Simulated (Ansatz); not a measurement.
# Al5H: the cost of one run

Method: DFT PBE, scalar-relativistic, plane waves, PAW, in Ansatz 0.2.0.

1 further run of the same task is left out (set aside as unsound or not needed). Runs told in other sessions of the task aren't counted.

## Step 1: The system as given

Symmetry: P4mm, No. 99, tetragonal system. The conventional cell has a = 4.101 Å, b = 4.101 Å, c = 6.105 Å, α = 90.00°, β = 90.00°, γ = 90.00°. Al (site symmetry 2mm) is surrounded by 7 Al at 2.66 to 2.90 Å. Around Al (site symmetry 4mm) lie 8 Al at 2.67 to 2.69 Å. Al (site symmetry 2mm) is surrounded by 2 H at 2.05 Å. H (site symmetry 4mm) has 4 Al at 2.05 Å in its first shell of neighbours.

As a file:

```cif
data_structure
_symmetry_space_group_name_H-M 'P 1'
_symmetry_Int_Tables_number 1
_cell_length_a 4.1008
_cell_length_b 4.1008
_cell_length_c 6.1052
_cell_angle_alpha 90.000
_cell_angle_beta 90.000
_cell_angle_gamma 90.000
_cell_volume 102.67
loop_
_atom_site_label
_atom_site_type_symbol
_atom_site_fract_x
_atom_site_fract_y
_atom_site_fract_z
_atom_site_occupancy
Al1 Al 0.50000 0.00000 0.70840 1
Al2 Al 0.00000 0.50000 0.70840 1
Al3 Al 0.00000 0.00000 0.42834 1
Al4 Al 0.50000 0.00000 0.14394 1
Al5 Al 0.00000 0.50000 0.14394 1
H1 H 0.50000 0.50000 0.14996 1
```

The cell was relaxed beforehand at this level, from a generated guess; it needn't be the stable form of this composition. At a tolerance of 0.05 Å it has space group P4mm (No. 99); it has 17.11 Å³/atom, an uncorrected energy of +0.26 eV/atom over the elements.

## Step 2: Electronic structure at the relaxed geometry

Input file input.yaml:

```yaml
crystal:
  lattice:
    - [4.1007860286, 0.0, 0.0]
    - [0.0, 4.1007860286, 0.0]
    - [0.0, 0.0, 6.1051844916]
  atoms:
    - { symbol: Al, position: [0.5, 0.0, 0.7083963746] }
    - { symbol: Al, position: [0.0, 0.5, 0.7083963746] }
    - { symbol: Al, position: [0.0, 0.0, 0.4283448263] }
    - { symbol: Al, position: [0.5, 0.0, 0.1439398016] }
    - { symbol: Al, position: [0.0, 0.5, 0.1439398016] }
    - { symbol: H, position: [0.5, 0.5, 0.1499645311] }
basis:
  ecutwfc: 420
kpoints:
  mp_grid: { grid: [10, 10, 6] }
  band_path:
    path:
      - [[0.0, 0.0, 0.0], [0.0, 0.5, 0.0], [0.5, 0.5, 0.0], [0.0, 0.0, 0.0], [0.0, 0.0, 0.5], [0.0, 0.5, 0.5], [0.5, 0.5, 0.5], [0.0, 0.0, 0.5]]
      - [[0.0, 0.5, 0.0], [0.0, 0.5, 0.5]]
      - [[0.5, 0.5, 0.0], [0.5, 0.5, 0.5]]
    npoints: 14
hamiltonian:
  xc: pbe
scf:
  occupations: { method: gaussian, width: 0.1 }
  n_extra_bands: 15
output:
  forces: true
  stress: true
  eigenvalues: true
  populations: true
  dos: { projected: true, de: 0.02, nscf_kmesh: { grid: [12, 12, 8] } }
  bader: true
  write_density: true
  write_potential: true
  elf: true
  volumetric_format: npy
```

On the command line:

```
ansatz run input.yaml --threads 1 --pin off --max-ram 2560MiB --backend cpu --events-out ev --progress --plain --runs-dir out
```

What time and memory should one allow on 1 thread of Arm Neoverse V1, shared host?

About 2 min, with a peak of 0.46 GiB.
